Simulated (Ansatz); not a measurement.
# Potassium, beta-Sn type under r²SCAN: structure, energy and stiffness

The plan for potassium in the beta-Sn type structure: relax it, solve it on a dense k-mesh, switch on spin-orbit coupling, then scale the cell to 7 volumes from 88 to 112 % of the relaxed one and try a fit of the equation of state. The k-meshes are 8×8×6 for the relaxation; 13×13×9 for the dense run; 8×8×6 for spin-orbit coupling; 9×9×6 for the volumes.

Computed with Ansatz 0.2.0 (DFT r2SCAN, plane waves (500 eV) with PAW, scalar-relativistic; PBE-made PAW files, unless a step says otherwise).

## 1. The structure to begin with

Symmetry: I4_1/amd, No. 141, tetragonal system. The conventional cell has a = 8.186 Å, b = 8.186 Å, c = 4.470 Å, α = 90.00°, β = 90.00°, γ = 90.00°. K (site symmetry -4m2) is surrounded by 6 K at 4.24 to 4.47 Å.

Structure file:

```cif
data_structure
_symmetry_space_group_name_H-M 'P 1'
_symmetry_Int_Tables_number 1
_cell_length_a 6.2051
_cell_length_b 6.2051
_cell_length_c 6.2051
_cell_angle_alpha 97.454
_cell_angle_beta 97.454
_cell_angle_gamma 137.779
_cell_volume 149.78
loop_
_atom_site_label
_atom_site_type_symbol
_atom_site_fract_x
_atom_site_fract_y
_atom_site_fract_z
_atom_site_occupancy
K1 K 0.00000 0.00000 0.00000 1
K2 K 0.75000 0.25000 0.50000 1
```

## 2. Relaxing cell and atoms

input.yaml reads:

```yaml
crystal:
  lattice:
    - [-4.0932209015, 4.0932209015, 2.2348986122]
    - [4.0932209015, -4.0932209015, 2.2348986122]
    - [4.0932209015, 4.0932209015, -2.2348986122]
  atoms:
    - { symbol: K, position: [0.0, 0.0, 0.0] }
    - { symbol: K, position: [0.75, 0.25, 0.5] }
hamiltonian:
  xc: r2scan
  pseudopotentials:
    kind: paw
    azcp:
      K: "pseudopotentials/K.paw.azcp"
basis:
  ecutwfc: 500
  fft_grid_basis: typed
kpoints:
  mp_grid: { grid: [8, 8, 6], shift: [0, 0, 0] }
magnetization:
  spin_polarized: false
scf:
  occupations: { method: fermi_dirac, width: 0.1 }
relax:
  max_steps: 60
  f_tol: 0.01
  cell: {}
output:
  write_density: true
  write_potential: true
  elf: true
  volumetric_format: npy
```

Command:

```bash
ansatz run input.yaml --threads 1 --pin off --max-ram 3584MiB --backend cpu --events-out ev --progress --plain --runs-dir out
```

The runs that follow: Single point on a dense mesh; Spin-orbit coupling switched on; At 88 % of the relaxed volume; At 92 % of the relaxed volume; At 96 % of the relaxed volume; At 100 % of the relaxed volume; At 104 % of the relaxed volume; At 108 % of the relaxed volume; At 112 % of the relaxed volume.

Before running it: what results should come out? Wanted: space group; conventional cell; volume; shortest distance; gap on the mesh; relative to bcc; V₀, B₀, B₀′.

The runs gave:

| quantity | value |
| --- | --- |
| space group (spins left aside) | C2/c (No. 15) |
| conventional cell | a = 4.525 Å, b = 11.715 Å, c = 6.297 Å, β = 110.67° |
| volume | 78.092 Å³/atom |
| shortest distance | 4.303 Å |
| gap on the mesh | none (levels filled in part) |
| relative to bcc | +65 meV/atom |
| V₀, B₀, B₀′ | 77.958 Å³/atom, 3.0 GPa, 3.7 |

What this shows: The relaxation enlarged the cell by 4.3 % in volume. It lies 65 meV/atom above the element's reference form at the same level (bcc, from a run of its own). No gap shows: it is a metal or semimetal at this level. Totals with and without spin-orbit coupling (+0.50 eV/atom apart) can't be read as binding, since the two-component data shift the zero of energy. B₀ comes out at 3.0 GPa, a soft solid; letting shape and positions relax at each volume could only lower it.
